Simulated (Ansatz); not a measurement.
**AlH₅OS₂Si: basis-set convergence**

The task here is to estimate one member of a computed series from the others.

Method: one geometry, several basis sets; program: Ansatz 0.2.0, Gaussian basis.

The runs, in order: PBE0-D4/def2-SVP; ωB97M-V/def2-SVP; PBE0-D4/def2-QZVPP; ωB97M-V/def2-QZVPP; the functionals' def2-TZVPP values are taken from earlier runs.

### The relaxed structure

All runs share one geometry, relaxed beforehand with PBE0-D4 in a triple-zeta def2 set.

SMILES `[SiH3][O][Al]([SH])[SH]`, 10 atoms, charge 0, spin multiplicity 1.

Atoms are counted from 1 here; the program's logs count them from 0.

Bond lengths: Si1–O2 1.625 Å, Si1–H6 1.488 Å, Si1–H7 1.486 Å, Si1–H8 1.486 Å, O2–Al3 1.675 Å, Al3–S4 2.171 Å, Al3–S5 2.172 Å, S4–H9 1.345 Å, S5–H10 1.345 Å. Angles: O2–Si1–H6 110.2°, O2–Si1–H7 109.8°, O2–Si1–H8 109.9°, H6–Si1–H7 108.9°, H6–Si1–H8 108.9°, H7–Si1–H8 109.1°, Si1–O2–Al3 173.4°, O2–Al3–S4 120.5°, O2–Al3–S5 121.0°, S4–Al3–S5 118.5°, Al3–S4–H9 91.9°, Al3–S5–H10 92.0°.

Set-up of the first run:

in.yaml reads:

```yaml
crystal:
  periodic: [false, false, false]
  atoms:
    - {symbol: Si, position_ang: [0.491047, -1.803980, -0.213498]}
    - {symbol: O, position_ang: [-0.028077, -0.275225, -0.026299]}
    - {symbol: Al, position_ang: [-0.376336, 1.351937, 0.161345]}
    - {symbol: S, position_ang: [-2.407783, 2.004718, 0.559391]}
    - {symbol: S, position_ang: [1.185006, 2.854058, 0.013915]}
    - {symbol: H, position_ang: [1.975968, -1.854844, -0.141117]}
    - {symbol: H, position_ang: [0.054619, -2.326083, -1.534774]}
    - {symbol: H, position_ang: [-0.073219, -2.663585, 0.859659]}
    - {symbol: H, position_ang: [-2.864910, 0.740048, 0.540447]}
    - {symbol: H, position_ang: [2.126687, 1.921856, -0.216271]}
basis:
  gaussian: {orbitals: def2-SVP}
hamiltonian: {xc: pbe0, dispersion: d4}
output: {orbitals: {seedname: orbitals}}
```

Steps of the session up to this table: PBE0-D4 in def2-SVP; ωB97M-V in def2-SVP; PBE0-D4 in def2-QZVPP; ωB97M-V in def2-QZVPP.

One of the session's tables, all rows but one given; the rest of the session is left out.

| functional | basis | HOMO (eV) |
| --- | --- | --- |
| PBE0-D4 | def2-SVP | -7.53 |
| PBE0-D4 | def2-TZVPP | -7.70 |
| PBE0-D4 | def2-QZVPP | -7.73 |
| ωB97M-V | def2-SVP | -9.64 |
| ωB97M-V | def2-TZVPP | ? |
| ωB97M-V | def2-QZVPP | -9.90 |

Estimate the missing values for ωB97M-V, def2-TZVPP.

As computed: HOMO (eV): -9.86. In the column «HOMO (eV)» it lies between ωB97M-V, def2-QZVPP (-9.90) and ωB97M-V, def2-SVP (-9.64).
